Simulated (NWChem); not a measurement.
# GeH3Cl (chlorogermane): levels of theory compared

We compute a comparison of 5 runs (B2PLYP/def2-TZVP, BHLYP/def2-TZVP, CAM-B3LYP/def2-TZVP, M06-2X/def2-TZVP, wB97X/def2-TZVP) of GeH3Cl (chlorogermane). 

The calculation is run with NWChem 7.3.0.

**1. The system as given**

GeH3Cl: 5 atoms, total charge 0, spin state singlet. SMILES: `[Cl][GeH3]`. The shape is that of a PBE0-D4/def2-TZVP optimisation.

Bond lengths: Cl1–Ge2 2.155 Å, Ge2–H3 1.532 Å, Ge2–H4 1.532 Å, Ge2–H5 1.532 Å. Angles: Cl1–Ge2–H3 107.1°, Cl1–Ge2–H4 107.1°, Cl1–Ge2–H5 107.1°, H3–Ge2–H4 111.7°, H3–Ge2–H5 111.7°, H4–Ge2–H5 111.7°.

**2. A single-point energy at B2PLYP/def2-TZVP (run 1)**

The input, input.nw:

```
start input
title "ClGeH3"
memory stack 880 mb heap 220 mb global 1100 mb
geometry units angstroms noautosym nocenter noautoz
  Cl   -1.875800   -0.025100    0.641300
  Ge    0.161800   -0.013900   -0.060600
  H     0.160400    0.656200   -1.438100
  H     0.619000   -1.473700   -0.140600
  H     0.984500    0.782900    0.956700
end
basis spherical bse
  * library def2-TZVP
end
dft
  xc hfexch 0.53 becke88 0.47 lyp 0.73 mp2 0.27
  dftmp2 semidirect
  grid fine
  convergence energy 1e-08
  maxiter 100
  mulliken
  noprint "final vectors analysis"
end
mp2
  freeze core 14
end
task dft energy
```

Run with:

```sh
$ nwchem input.nw > input.out
```

The log of the run:

```text
[...]
          Wavefunction type:  closed shell.
          No. of atoms     :     5
          No. of electrons :    52
[...]
          Charge           :     0
          Spin multiplicity:     1
[...]
          AO basis - number of functions:   103
[...]
              XC Information
              --------------
                     Hartree-Fock (Exact) Exchange  0.530
                    Becke 1988 Exchange Functional  0.470
              Lee-Yang-Parr Correlation Functional  0.730
[...]
 d= 0,ls=0.0,diis     1  -2538.3685487344 -2.71D+03  4.44D-03  3.85D-01     3.8
[...]
 d= 0,ls=0.0,diis     8  -2538.3984430247 -5.30D-09  6.59D-07  1.23D-08    21.3
         Total DFT energy =    -2538.398443024731
      One electron energy =    -3883.758924693873
           Coulomb energy =     1276.804717441945
    Exchange-Corr. energy =     -107.838070470420
 Nuclear repulsion energy =      176.393834697617
[...]
      Total Density - Mulliken Population Analysis
     ---------------------------------------------
    Atom       Charge   Shell Charges
 -----------   ------   -------------------------------------------------------
    1 Cl  17    17.35   2.01  0.44  1.52  1.12  0.83  4.19  1.68  1.12  2.83  1.58  0.01  0.02  0.00
    2 Ge  32    31.66   2.00  2.00  1.17  0.79  0.86  0.47  5.98  4.45  1.55  1.42  0.70  8.87  1.10  0.12  0.14  0.03
    3 H    1     1.00   0.24  0.55  0.20  0.01
    4 H    1     1.00   0.24  0.55  0.20  0.01
    5 H    1     1.00   0.24  0.55  0.20  0.01
[...]
  Basis functions       =    103
[...]
```

Run time: 28 s. Hardware: 1 thread of AMD EPYC 7R13 (Zen 3), shared host; peak memory 0.29 GiB.

**3. Energy and gradient at BHLYP/def2-TZVP (run 2)**

The input, clgeh3.nw:

```
start clgeh3
title "ClGeH3 BHLYP"
memory total 2200 mb

geometry units angstrom noautosym nocenter noautoz
   Cl      -1.875800      -0.025100       0.641300
   Ge       0.161800      -0.013900      -0.060600
   H        0.160400       0.656200      -1.438100
   H        0.619000      -1.473700      -0.140600
   H        0.984500       0.782900       0.956700
end

basis spherical bse
   * library def2-TZVP
end

dft
   xc bhlyp
   grid fine
   convergence energy 1e-08
   iterations 100
   mulliken
   noprint "final vectors analysis"
end

task dft gradient
```

Run with:

```sh
$ nwchem clgeh3.nw > clgeh3.out
```

The log of the run:

```text
[...]
          Wavefunction type:  closed shell.
          No. of atoms     :     5
          No. of electrons :    52
[...]
          Charge           :     0
          Spin multiplicity:     1
[...]
          AO basis - number of functions:   103
[...]
              XC Information
              --------------
                        BHLYP Method XC Functional
                     Hartree-Fock (Exact) Exchange  0.500
                        Slater Exchange Functional  0.500 local
                    Becke 1988 Exchange Functional  0.500 non-local
              Lee-Yang-Parr Correlation Functional  1.000
[...]
 d= 0,ls=0.0,diis     1  -2538.9981939383 -2.72D+03  4.63D-03  4.24D-01     3.7
[...]
 d= 0,ls=0.0,diis     8  -2539.0293783236 -5.30D-09  7.67D-07  1.69D-08    21.3
         Total DFT energy =    -2539.029378323560
      One electron energy =    -3883.917872190226
           Coulomb energy =     1276.965691557309
    Exchange-Corr. energy =     -108.471032388260
 Nuclear repulsion energy =      176.393834697617
[...]
  wavefunction    = closed shell
                         DFT ENERGY GRADIENTS
    atom               coordinates                        gradient
                 x          y          z           x          y          z
   1 Cl     -3.544748  -0.047432   1.211881    0.000646   0.000004  -0.000219
   2 Ge      0.305758  -0.026267  -0.114517   -0.002797  -0.000031   0.000946
   3 H       0.303112   1.240038  -2.717615   -0.000116   0.001307  -0.002644
   4 H       1.169740  -2.784889  -0.265695    0.000775  -0.002835  -0.000112
   5 H       1.860435   1.479466   1.807901    0.001491   0.001555   0.002029
[...]
```

It took 33 s on 1 thread of AMD EPYC 7R13 (Zen 3), shared host; peak memory 0.13 GiB.

Runs 3 to 4 aren't shown in full; the table further down has their settings and results.

**4. Energy and forces at wB97X/def2-TZVP (run 5)**

The input, clgeh3.xyz:

```xyz
5

Cl    -1.875800    -0.025100     0.641300
Ge     0.161800    -0.013900    -0.060600
H      0.160400     0.656200    -1.438100
H      0.619000    -1.473700    -0.140600
H      0.984500     0.782900     0.956700
```

The input, run.py:

```python
from ase.io import read
from ase.calculators.nwchem import NWChem

molecule = read('clgeh3.xyz')

calc = NWChem(
    label='clgeh3',
    theory='dft',
    memory='2200 mb',
    basis='def2-TZVP',
    basispar='spherical bse',
    dft={'xc': 'wb97x', 'mult': '1', 'grid': 'fine', 'convergence': 'energy 1e-08', 'iterations': '100', 'mulliken': None},
)
molecule.calc = calc

forces = molecule.get_forces()
print(f"energy = {molecule.get_potential_energy():.6f} eV")
print("forces (eV/A):")
for s, f in zip(molecule.symbols, forces):
    print(f"{s:2s} {f[0]:10.5f} {f[1]:10.5f} {f[2]:10.5f}")
print("dipole (e A):", molecule.get_dipole_moment().round(4))
```

Run with:

```sh
$ export ASE_NWCHEM_COMMAND="nwchem PREFIX.nwi > PREFIX.nwo"
$ python run.py
```

The log of the run:

```text
energy = -69092.258541 eV
forces (eV/A):
Cl    0.04947    0.00026   -0.01717
Ge    0.00514    0.00087   -0.00093
H    -0.00031   -0.02818    0.05775
H    -0.01939    0.06058    0.00319
H    -0.03492   -0.03353   -0.04283
dipole (e A): [ 0.4004  0.0022 -0.138 ]
```

The calculator wrote clgeh3.nwi:

```
title "clgeh3"

permanent_dir clgeh3

scratch_dir clgeh3

start clgeh3

geometry units angstrom nocenter noautosym noautoz
  Cl -1.8757999999999999e+00 -2.5100000000000001e-02 6.4129999999999998e-01
  Ge 1.6180000000000000e-01 -1.3899999999999999e-02 -6.0600000000000001e-02
  H  1.6039999999999999e-01 6.5620000000000001e-01 -1.4380999999999999e+00
  H  6.1899999999999999e-01 -1.4737000000000000e+00 -1.4060000000000000e-01
  H  9.8450000000000004e-01 7.8290000000000004e-01 9.5669999999999999e-01
end

memory 2200 mb

basis spherical bse noprint
   * library def2-TZVP
end

dft
  xc wb97x
  mult 1
  grid fine
  convergence energy 1e-08
  iterations 100
  mulliken
end

task dft gradient
```

clgeh3.nwo:

```text
Northwest Computational Chemistry Package (NWChem) 7.3.0
             --------------------------------------------------------

           Job information
           ---------------

    nwchem branch   = 7.3.0
    use scalapack   = T
    input           = clgeh3.nwi
    prefix          = clgeh3.
    data base       = clgeh3/clgeh3.db
    status          = startup
    nproc           =        1

           Memory information
           ------------------

[... 5 lines left out ...]
    hardfail = no
[... 98 lines left out ...]
  convergence criterion.
[... 48 lines left out ...]
          Spatial weights used:  Erf1
[... 32 lines left out ...]
 1-e energy   =   -3883.267665
[... 42 lines left out ...]
           Coulomb energy =     1276.353544021400
[... 820 lines left out ...]
          Convergence on density requested:  1.00D-05
[... 33 lines left out ...]
          total energy or number of iterations.
[... 42 lines left out ...]
                 ----------------------------------------
                 |  Time  |  1-e(secs)   |  2-e(secs)   |
                 ----------------------------------------
                 |  CPU   |       0.01   |      39.19   |
                 ----------------------------------------
                 |  WALL  |       0.01   |      39.19   |
                 ----------------------------------------

 Task  times  cpu:      101.6s     wall:      101.6s
 Total times  cpu:      101.6s     wall:      101.6s
```

Run time: 1.7 min. Hardware: 1 thread of AMD EPYC 7R13 (Zen 3), shared host; peak memory 0.15 GiB.

**5. Overview of the runs**

| run | level | task | frozen core orbitals | energy (Eh) | dipole moment (D) | wall time |
| --- | --- | --- | --- | --- | --- | --- |
| 1 | B2PLYP/def2-TZVP | energy | 14 | -2538.543471 | 2.04 | 28 s |
| 2 | BHLYP/def2-TZVP | gradient | – | -2539.029378 | 2.05 | 33 s |
| 3 | CAM-B3LYP/def2-TZVP | gradient | – | -2539.183113 | 2.02 | 1.7 min |
| 4 | M06-2X/def2-TZVP | gradient | – | -2539.031307 | 2.06 | 37 s |
| 5 | wB97X/def2-TZVP | gradient | – | -2539.093690 | 2.03 | 1.7 min |

**6. Outcome**

```
                       quantity           value
            run 5: total energy  -2539.09369 Eh
           run 5: dipole moment          2.03 D
             run 5: HOMO energy       -11.21 eV
             run 5: LUMO energy         1.79 eV
           run 5: HOMO–LUMO gap        13.01 eV
run 5: largest force on an atom      0.065 eV/Å
```

What this shows: The dipole moment (its size) runs from 2.02 D (CAM-B3LYP/def2-TZVP) to 2.06 D (M06-2X/def2-TZVP). Over runs 3, 4, 5 the HOMO–LUMO gap runs from 10.77 eV (M06-2X/def2-TZVP) to 13.01 eV (wB97X/def2-TZVP). Totals of different functionals can't be ranked against each other. All runs together took 5 min, the longest 1.7 min.
